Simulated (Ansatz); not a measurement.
# Ir: the cost of one run

Method: DFT PBE, scalar-relativistic, plane waves, PAW, in Ansatz 0.2.0.

2 further runs of the same task are left out: 2 set aside as unsound or not needed. Runs told in other sessions of the task aren't counted.

## 1. The structure to begin with

Symmetry: Fm-3m, No. 225, cubic system. Conventional cell: a = 3.871 Å, b = 3.871 Å, c = 3.871 Å, α = 90.00°, β = 90.00°, γ = 90.00°. Ir (site symmetry m-3m) is surrounded by 12 Ir at 2.74 Å.

As a file:

```
Ir
1.0
     0.00000    1.93533    1.93533
     1.93533    0.00000    1.93533
     1.93533    1.93533    0.00000
Ir
1
Direct
  0.00000 0.00000 0.00000
```

This cell was relaxed beforehand with the same method: volume 14.50 Å³/atom, gap on the mesh none (metal).

## 2. The bulk in the cell of the plane

input.yaml

```yaml
crystal:
  lattice:
    - [2.7369673413, 0.0, 0.0]
    - [0.0, 3.8706563338, 0.0]
    - [1.3684836706, 1.9353281669, 1.3684836706]
  atoms:
    - { symbol: Ir, position: [0.0, 0.0, 0.0] }
basis:
  ecutwfc: 420
kpoints:
  mp_grid: { grid: [13, 9, 25] }
hamiltonian:
  xc: pbe
scf:
  occupations: { method: gaussian, width: 0.1 }
output:
  forces: true
  stress: true
  eigenvalues: true
```

Command:

```bash
$ ansatz run input.yaml --threads 4 --pin off --max-ram 9216MiB --backend cpu --events-out ev --progress --plain --runs-dir out
```

What time and memory should one allow on 4 threads of Arm Neoverse V1, shared host?

About 4.5 s, with a peak of 0.57 GiB.
